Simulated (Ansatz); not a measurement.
# Sb3Br: the cost of one run

Program: Ansatz 0.2.0. Level of theory: DFT PBE, scalar-relativistic, plane waves, PAW. These are calculated values, not measurements.

### Step 1. Starting point

Symmetry: Fm-3m, No. 225, cubic system. Conventional cell: a = 8.726 Å, b = 8.726 Å, c = 8.726 Å, α = 90.00°, β = 90.00°, γ = 90.00°. Sb (site symmetry -43m) is surrounded by 4 Sb at 3.78 Å and 4 Br at 3.78 Å. Sb (site symmetry m-3m) has 8 Sb at 3.78 Å as nearest neighbours. Br (site symmetry m-3m) is surrounded by 8 Sb at 3.78 Å.

Structure file:

```cif
data_structure
_symmetry_space_group_name_H-M 'P 1'
_symmetry_Int_Tables_number 1
_cell_length_a 6.1704
_cell_length_b 6.1704
_cell_length_c 6.1704
_cell_angle_alpha 60.000
_cell_angle_beta 60.000
_cell_angle_gamma 60.000
_cell_volume 166.12
loop_
_atom_site_label
_atom_site_type_symbol
_atom_site_fract_x
_atom_site_fract_y
_atom_site_fract_z
_atom_site_occupancy
Sb1 Sb 0.25000 0.25000 0.25000 1
Sb2 Sb 0.75000 0.75000 0.75000 1
Sb3 Sb 0.50000 0.50000 0.50000 1
Br1 Br 0.00000 0.00000 0.00000 1
```

Recipe of the guess: species swapped into a database cell of Na3In (Fm-3m, No. 225), with Sb on the Na sites and Br on the In sites. Lengths come from tabulated atomic sizes and are only a guess.

### Step 2. A first look at the guess

File input.yaml:

```yaml
crystal:
  lattice:
    - [0.0, 4.36312885, 4.36312885]
    - [4.36312885, 0.0, 4.36312885]
    - [4.36312885, 4.36312885, 0.0]
  atoms:
    - { symbol: Sb, position: [0.25, 0.25, 0.25] }
    - { symbol: Sb, position: [0.75, 0.75, 0.75] }
    - { symbol: Sb, position: [0.5, 0.5, 0.5] }
    - { symbol: Br, position: [0.0, 0.0, 0.0] }
basis:
  ecutwfc: 420
kpoints:
  mp_grid: { grid: [4, 4, 4] }
hamiltonian:
  xc: pbe
scf:
  occupations: { method: gaussian, width: 0.1 }
  lower_state_search: "off"
output:
  forces: true
  stress: true
  eigenvalues: true
```

The run is started by

```sh
$ ansatz run input.yaml --threads 1 --pin off --max-ram 2048MiB --backend cpu --events-out ev --progress --plain --runs-dir out
```

What time and memory should one allow on 1 thread of Arm Neoverse V1, shared host?

About 2.5 s, with a peak of 0.39 GiB.
